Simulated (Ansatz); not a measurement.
The system is TaTi3.

```
CELL_PARAMETERS angstrom
-1.99787 1.99787 4.39796
1.99787 -1.99787 4.39796
1.99787 1.99787 -4.39796
ATOMIC_POSITIONS crystal
Ta 0.00000 0.00000 0.00000
Ti 0.50000 0.50000 0.00000
Ti 0.25000 0.75000 0.50000
Ti 0.75000 0.25000 0.50000
```

The cell comes from a database or a generator and needn't be the stable form of this composition.

Base run:

| Property | Result |
| --- | --- |
| Program | Ansatz 0.2.0 |
| Functional | PBEsol |
| Potentials or basis | all-electron LAPW, scalar-relativistic |
| Cutoff | 227 eV |
| Density cutoff | 908 eV |
| Basis error allowed | 0.002 eV/atom |
| k mesh | 9 × 9 × 9 |
| Occupations | fermi-dirac, width 0.05 eV |
| Spin | no spin polarisation |

Its results: pressure -4.7 GPa.

Question: The run is repeated on the same cell with these changes: functional from PBEsol to LDA. What comes out?

Answer: Pressure -9.2 GPa.

LDA binds more tightly than PBEsol, so the same cell stands under less pressure.

Not every run made on this cell is shown here.
